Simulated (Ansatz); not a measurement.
# Cl2FH3O2Ti: the cost of one run

Method: RKS PBE-D4/def2-SVP, in Ansatz 0.2.0.

**1. Starting point**

Bond lengths: Ti1–O2 2.270 Å, O2–H3 1.010 Å, Ti1–Cl4 2.370 Å, Ti1–Cl5 2.368 Å, Ti1–O6 1.919 Å, O6–H7 1.010 Å, Ti1–F8 2.130 Å, Ti1–H9 2.232 Å. Angles (14 of 17 angles, heavy atoms first): O2–Ti1–Cl4 109.4°, O2–Ti1–Cl5 109.5°, O2–Ti1–O6 109.5°, O2–Ti1–F8 71.6°, Cl4–Ti1–Cl5 109.5°, Cl4–Ti1–O6 109.5°, Cl4–Ti1–F8 67.1°, Cl5–Ti1–O6 109.5°, Cl5–Ti1–F8 72.9°, O6–Ti1–F8 176.5°, Ti1–O2–H3 109.5°, O2–Ti1–H9 36.4°, Cl4–Ti1–H9 87.6°, Cl5–Ti1–H9 91.1°.

As a file:

```xyz
9

Ti    0.0000    0.0000    0.0000
O     0.0000    0.0000    2.2700
H    -0.9095   -0.2814    2.6071
Cl    2.2349    0.0000   -0.7892
Cl   -1.1163    1.9339   -0.7892
O    -0.9043   -1.5667   -0.6394
H    -1.3590   -2.0324    0.1330
F     1.1171    1.6846    0.6716
H     0.7322    1.1043    1.7956
```

**2. A restrained relaxation towards end A**

Springs on the bonds that form and break draw the guess towards this end; the thresholds are loose.

The input, input.yaml:

```yaml
crystal:
  periodic: [false, false, false]
  atoms:
    - { symbol: Ti, position_ang: [0.0, 0.0, 0.0] }
    - { symbol: O, position_ang: [0.0, 0.0, 2.27] }
    - { symbol: H, position_ang: [-0.9095, -0.2814, 2.6071] }
    - { symbol: Cl, position_ang: [2.2349, 0.0, -0.7892] }
    - { symbol: Cl, position_ang: [-1.1163, 1.9339, -0.7892] }
    - { symbol: O, position_ang: [-0.9043, -1.5667, -0.6394] }
    - { symbol: H, position_ang: [-1.359, -2.0324, 0.133] }
    - { symbol: F, position_ang: [1.1171, 1.6846, 0.6716] }
    - { symbol: H, position_ang: [0.7322, 1.1043, 1.7956] }
basis:
  gaussian: { orbitals: def2-SVP }
hamiltonian:
  xc: pbe
  dispersion: d4
relax:
  f_tol: 0.15
  max_steps: 25
  restrain:
    - { distance: [0, 7], at: 3.03, k: 30.0 }
    - { distance: [8, 1], at: 2.21, k: 30.0 }
    - { distance: [0, 1], at: 1.92, k: 30.0 }
    - { distance: [8, 7], at: 0.92, k: 30.0 }
```

The run is started by

```
> ansatz run input.yaml --threads 4 --pin off --max-ram 5120MiB --backend cpu --events-out ev --progress --plain --runs-dir out
```

Q: Estimate wall time and peak memory on 4 threads of Intel Xeon Platinum 8259CL at 2.50GHz (Skylake/Cascade Lake), shared host.

About 24 s, with a peak of 0.23 GiB.
